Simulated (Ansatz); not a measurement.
**BH₃Br (doublet): from Hartree-Fock to the top rungs at distance B1–H4 along a hydrogen transfer = 1.245 Å, cc-pVDZ**

Aim: climb from Hartree-Fock through coupled cluster and multireference methods for BH₃Br (doublet) at one geometry and basis, and see what each rung misses.

Program: Ansatz 0.2.0, Gaussian basis. Level of theory: cc-pVDZ, core rule «outside noble gas», up to 15 orbitals frozen. These are calculated values, not measurements.

Plan: UHF; CCSD(T) on ROHF; CCSD(T) on UHF; BCCD(T) on ROHF; CISD; CCSDT(Q) on ROHF; CCSDT(Q) on UHF; CASSCF and MRCISD+Q, 3 electrons in 3 orbitals; CASSCF and NEVPT2, 3 electrons in 3 orbitals.

16 further runs of the same task are left out: 9 for a known fault of the program, 1 for a mislabelled method, 6 that didn't finish.

### Step 1. What is computed

The geometry derives from fragments relaxed apart (PBE0/def2-TZVP) and kept rigid, so it is no stationary point. A hydrogen atom is moved between rigid fragments. No spin-orbit coupling is included. The filled d shell of Br may be among the frozen orbitals whatever the setting's name suggests; the logs give the count.

5 atoms, charge 0, spin multiplicity 2.

Atoms are counted from 1 here; the program's logs count them from 0.

Bond lengths: B1–H2 1.193 Å, B1–H3 1.193 Å, B1–H4 1.245 Å. Angles: H2–B1–H3 120.0°, H2–B1–H4 120.0°, H3–B1–H4 120.0°.

### Step 2. UHF

The input, in.yaml:

```yaml
crystal:
  periodic: [false, false, false]
  atoms:
    - {symbol: B, position_ang: [-2.629390, 0.000000, 0.000000]}
    - {symbol: H, position_ang: [-3.226123, 1.033571, 0.000000]}
    - {symbol: H, position_ang: [-3.226123, -1.033571, 0.000000]}
    - {symbol: H, position_ang: [-1.384390, 0.000000, 0.000000]}
    - {symbol: Br, position_ang: [0.454610, 0.000000, 0.000000]}
basis:
  gaussian: {orbitals: cc-pVDZ}
magnetization: {spin_polarized: true, initial_magnetization: 1}
hamiltonian: {xc: hf}
output: {orbitals: {seedname: orbitals}}
```

The run is started by

```console
> ansatz run in.yaml --threads 1 --pin off --events-out ev --progress --plain --max-ram 2393MiB
```

Further steps of the session: CCSD(T) on ROHF; CCSD(T) on UHF; BCCD(T) on ROHF; CISD; CCSDT(Q) on ROHF; CCSDT(Q) on UHF; CASSCF and MRCISD+Q, 3 electrons in 3 orbitals; CASSCF and NEVPT2, 3 electrons in 3 orbitals.

Q: Predict the results of all the runs planned. Wanted: UCCSDT(Q) below the RHF energy; RMP2 from UCCSDT(Q); UMP2 from UCCSDT(Q); RCCSD from UCCSDT(Q); RCCSD(T) from UCCSDT(Q); UCCSD(T) from UCCSDT(Q); RCCSDT(Q) from UCCSDT(Q); NEVPT2 pair from UCCSDT(Q); MRCISD+Q pair from UCCSDT(Q).

**Answer**, as computed:

| quantity | value |
| --- | --- |
| UCCSDT(Q) below the RHF energy | -6.6089 eV |
| RMP2 from UCCSDT(Q) | +25.55 kcal/mol |
| UMP2 from UCCSDT(Q) | +25.99 kcal/mol |
| RCCSD from UCCSDT(Q) | +2.93 kcal/mol |
| RCCSD(T) from UCCSDT(Q) | +0.62 kcal/mol |
| UCCSD(T) from UCCSDT(Q) | +0.59 kcal/mol |
| RCCSDT(Q) from UCCSDT(Q) | +0.04 kcal/mol |
| NEVPT2 pair from UCCSDT(Q) | +25.96 kcal/mol |
| MRCISD+Q pair from UCCSDT(Q) | +0.74 kcal/mol |
| levels within 1 kcal/mol (43 meV) | RCCSD(T), UCCSD(T), BCCD(T), RCCSDT, UCCSDT, RCCSDT(Q), MRCISD+Q pair |
| T1 diagnostic | 0.017 |

What this shows: RCCSD(T) misses by +0.62 kcal/mol, 0.4 % of the correlation energy. Of the multireference levels listed MRCISD+Q pair comes nearest in total energy (+0.74 kcal/mol), which doesn't show that its space is the better one. These misses are within one basis, not against nature; the frozen cores of restricted and unrestricted runs differ, which can shift their rows.
